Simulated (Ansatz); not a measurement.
# Rb₂SbBr₆, space group Fm-3m: a single point from a YAML input

Computed with Ansatz's Python interface.

The script reads `rb2sbbr6.yaml`:
```yaml
crystal:
  lattice:
    - [0.0, 5.379385, 5.379385]
    - [5.379385, 0.0, 5.379385]
    - [5.379385, 5.379385, 0.0]
  atoms:
    - { symbol: Rb, position: [0.75, 0.75, 0.75] }
    - { symbol: Rb, position: [0.25, 0.25, 0.25] }
    - { symbol: Sb, position: [0.5, 0.5, 0.5] }
    - { symbol: Br, position: [0.749797, 0.749797, 0.250203] }
    - { symbol: Br, position: [0.250203, 0.250203, 0.749797] }
    - { symbol: Br, position: [0.250203, 0.749797, 0.250203] }
    - { symbol: Br, position: [0.749797, 0.250203, 0.749797] }
    - { symbol: Br, position: [0.250203, 0.749797, 0.749797] }
    - { symbol: Br, position: [0.749797, 0.250203, 0.250203] }
kpoints:
  mp_grid: { grid: [4, 4, 4] }
hamiltonian:
  xc: pbesol
scf:
  occupations: { method: fermi_dirac, width: 0.15 }
output:
  stress: true
  eigenvalues: true
```

The script, `rb2sbbr6_yaml_run.py`:
```python
'''Run a YAML input for Rb2SbBr6 from Python.'''

import warnings

import ansatz as az

warnings.simplefilter('ignore', az.DeckWarning)

res = az.Session.from_deck('rb2sbbr6.yaml').plan(threads=1).execute()
r = res.report

print(f'free energy      {r["free_energy_ev"]:.5f} eV')
print(f'per atom         {r["free_energy_ev"] / len(res.lattice.sites):.5f} eV')
print(f'SCF iterations   {r["n_iterations"]}  (converged: {r["converged"]})')

edges = r.get('band_edges_ev')
if edges:
    print(f'band edges on the mesh: {edges[0]:.3f} and {edges[1]:.3f} eV, gap {edges[1] - edges[0]:.3f} eV')
else:
    print('no band edges reported (a metal, or a gap too narrow for this smearing); Fermi level', round(r['fermi_energy_ev'], 3), 'eV')
```

```console
$ python rb2sbbr6_yaml_run.py
free energy      -29270.91461 eV
per atom         -3252.32385 eV
SCF iterations   7  (converged: True)
no band edges reported (a metal, or a gap too narrow for this smearing); Fermi level 3.371 eV
```

Caveats:
- Total energies depend on the potentials; only differences at equal settings carry meaning.
- The cell holds an odd number of electrons and is run without spin, so a magnetic state may lie lower.
- The mesh is modest for a metal, so energies can be off by several to tens of meV an atom and pressures by half a GPa or more; differences at equal mesh fare better.
- The zero of the levels is a convention of the potentials, so an absolute Fermi energy is no work function.
- A Fermi-Dirac width this large means warm electrons, whose thermal share enters the free energy.
- This cell is a computed structure, which may not be the phase found in nature.
- Levels are Kohn-Sham eigenvalues on this mesh, without spin-orbit coupling.
- Timing: 7.9 s on 1 thread of Intel(R) Xeon(R) Platinum 8375C CPU @ 2.90GHz (Ice Lake) (shared host), peak memory 0.6 GiB.
